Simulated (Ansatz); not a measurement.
# CH₆BFOSi₂: up Jacob's ladder to CCSD(T)

Aim: compute CH₆BFOSi₂ with functionals from several rungs and with coupled cluster. The yardstick is the atomisation energy at the CCSD(T) limit.

The runs use Ansatz 0.2.0, Gaussian basis; functionals in def2-TZVPP, the program's frozen cores in correlated methods.

Levels to be run: LDA (SPW92), PBE-D4, revPBE-D4, BLYP-D4, r2SCAN-D4, B97M-V, PBE0-D4, B3LYP-D4, r2SCANh-D4, r2SCAN0-D4, HSE06-D4, BHLYP-D4, CAM-B3LYP-D4, LC-ωPBE, ωB97X-V, ωB97M-V, B2PLYP, PBE-QIDH; CCSD(T)/def2-SVP; CCSD(T)/def2-TZVPP; MP2/def2-QZVPP; extrapolation to the limit; RPA on PBE.

## 1. The geometry

The geometry comes from an earlier relaxation with PBE0-D4 in a triple-zeta def2 set; it is a stationary point, not always the lowest conformer.

SMILES `F[SiH2]B1CO[SiH2]1`, 12 atoms, charge 0, spin multiplicity 1.

Atoms are counted from 1 here; the program's logs count them from 0.

Bond lengths: F1–Si2 1.606 Å, Si2–B3 1.988 Å, Si2–H7 1.489 Å, Si2–H8 1.489 Å, B3–C4 1.579 Å, B3–Si6 2.011 Å, C4–O5 1.449 Å, C4–H9 1.100 Å, C4–H10 1.100 Å, O5–Si6 1.680 Å, Si6–H11 1.490 Å, Si6–H12 1.490 Å. Angles: F1–Si2–B3 111.9°, F1–Si2–H7 107.2°, F1–Si2–H8 107.2°, B3–Si2–H7 110.7°, B3–Si2–H8 110.6°, H7–Si2–H8 109.0°, Si2–B3–C4 131.1°, Si2–B3–Si6 148.8°, C4–B3–Si6 80.0°, B3–C4–O5 103.9°, B3–C4–H9 113.1°, B3–C4–H10 113.2°, O5–C4–H9 110.4°, O5–C4–H10 110.4°, H9–C4–H10 106.0°, C4–O5–Si6 96.1°, B3–Si6–O5 80.0°, B3–Si6–H11 120.0° and more.

## 2. LDA

This LDA is Slater exchange with PW92 correlation.

Input file in.yaml:

```yaml
crystal:
  periodic: [false, false, false]
  atoms:
    - {symbol: F, position_ang: [-0.044012, -3.015886, 0.846207]}
    - {symbol: Si, position_ang: [0.974363, -1.801776, 0.586205]}
    - {symbol: B, position_ang: [0.026205, -0.140469, 0.043084]}
    - {symbol: C, position_ang: [0.571972, 1.297315, -0.313189]}
    - {symbol: O, position_ang: [-0.622814, 2.055684, -0.626113]}
    - {symbol: Si, position_ang: [-1.704627, 0.797606, -0.364846]}
    - {symbol: H, position_ang: [1.733618, -1.586779, 1.848836]}
    - {symbol: H, position_ang: [1.918278, -2.239641, -0.478874]}
    - {symbol: H, position_ang: [1.118836, 1.769710, 0.516739]}
    - {symbol: H, position_ang: [1.261502, 1.298126, -1.170787]}
    - {symbol: H, position_ang: [-2.480700, 0.431637, -1.583127]}
    - {symbol: H, position_ang: [-2.675520, 1.079374, 0.729863]}
basis:
  gaussian: {orbitals: def2-TZVPP}
hamiltonian: {xc: lda}
output: {orbitals: {seedname: orbitals}}
```

Further steps of the session: PBE-D4 (GGA); revPBE-D4 (GGA); BLYP-D4 (GGA); r2SCAN-D4 (meta-GGA); B97M-V (meta-GGA); PBE0-D4 (hybrid); B3LYP-D4 (hybrid); r2SCANh-D4 (hybrid); r2SCAN0-D4 (hybrid); HSE06-D4 (hybrid); BHLYP-D4 (hybrid); CAM-B3LYP-D4 (range-separated); LC-ωPBE (range-separated); ωB97X-V (range-separated); ωB97M-V (range-separated); B2PLYP (double hybrid); PBE-QIDH (double hybrid); CCSD(T) in def2-SVP; CCSD(T) in def2-TZVPP; MP2 in def2-QZVPP; RPA on PBE orbitals.

**Question.** What will the summary of the whole plan be? Wanted: atomisation energy, CCSD(T)/CBS; farthest beyond LDA; mean size of error, GGA; mean size of error, meta-GGA; mean size of error, hybrid; mean size of error, range-separated; mean size of error, double hybrid; gap, smallest and largest; T1 diagnostic.

As calculated:

```
                               quantity                                                      value
        atomisation energy, CCSD(T)/CBS                                              4324.8 kJ/mol
 functionals within 21.6 kJ/mol (0.5 %)  PBE0-D4, B3LYP-D4, r2SCANh-D4, HSE06-D4, LC-ωPBE, ωB97M-V
                    farthest beyond LDA                                   BHLYP-D4 (-117.8 kJ/mol)
                mean size of error, GGA                                                43.2 kJ/mol
           mean size of error, meta-GGA                                                26.7 kJ/mol
             mean size of error, hybrid                                                33.0 kJ/mol
    mean size of error, range-separated                                                18.2 kJ/mol
      mean size of error, double hybrid                                                41.6 kJ/mol
              gap, smallest and largest                   2.58 eV (LDA (SPW92)), 9.73 eV (LC-ωPBE)
                          T1 diagnostic                                                     0.0132
triples share of the correlation energy                                                      3.6 %
```

In words: The LDA atomisation energy is off by 614.0 kJ/mol (14 %): it overbinds. PBE-D4 misses by +60.3 kJ/mol. Double hybrids carry the basis error of their MP2 part in triple zeta, and no dispersion term here, so their miss is partly the set-up's. Taken by rung, range-separated functionals do best (18.2 kJ/mol on average) and GGA ones worst beyond LDA (43.2 kJ/mol). The gap between the best rungs is small, so their order is not settled. The reference freezes the cores and leaves out relativity and excitations past (T), so misses under about 21.6 kJ/mol can't be ranked. Hartree-Fock recovers 74 % of the binding; the rest is correlation. CCSD(T) in def2-SVP is off by -295.6 kJ/mol, more than most functionals: a good method in a small basis is no reference. The gap grows from 2.6 to 9.7 eV across the functionals, mostly with the share of exact exchange.
